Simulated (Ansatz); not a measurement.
# AlClFH2N: the cost of one run

All numbers below are computed with Ansatz 0.2.0 (RKS revPBE/def2-SVP).

## 1. The structure to begin with

Bond lengths: Al1–F2 1.690 Å, Al1–N3 1.920 Å, N3–H4 1.060 Å, N3–H5 1.060 Å, Al1–Cl6 2.230 Å. Angles: F2–Al1–N3 120.0°, F2–Al1–Cl6 120.0°, N3–Al1–Cl6 120.0°, Al1–N3–H4 120.0°, Al1–N3–H5 120.0°, H4–N3–H5 120.0°.

As a file:

```xyz
6

Al    0.0000    0.0000    0.0000
F     0.0000    0.0000    1.6900
N     1.6627    0.0000   -0.9600
H     2.1293   -0.9179   -1.2118
H     2.1141    0.9179   -1.2382
Cl   -1.9312    0.0000   -1.1150
```

## 2. Relaxing the start

input.yaml

```yaml
crystal:
  periodic: [false, false, false]
  atoms:
    - { symbol: Al, position_ang: [0.0, 0.0, 0.0] }
    - { symbol: F, position_ang: [0.0, 0.0, 1.69] }
    - { symbol: "N", position_ang: [1.6627, 0.0, -0.96] }
    - { symbol: H, position_ang: [2.1293, -0.9179, -1.2118] }
    - { symbol: H, position_ang: [2.1141, 0.9179, -1.2382] }
    - { symbol: Cl, position_ang: [-1.9312, 0.0, -1.115] }
basis:
  gaussian: { orbitals: def2-SVP }
hamiltonian:
  xc: revpbe
relax:
  f_tol: 0.02
  max_steps: 40
output:
  orbitals: {}
```

Started as:

```
$ ansatz run input.yaml --threads 1 --pin off --max-ram 2048MiB --backend cpu --events-out ev --progress --plain --runs-dir out
```

What time and memory should one allow on 1 thread of Arm Neoverse V1, shared host?

About 34 s, with a peak of 0.15 GiB.
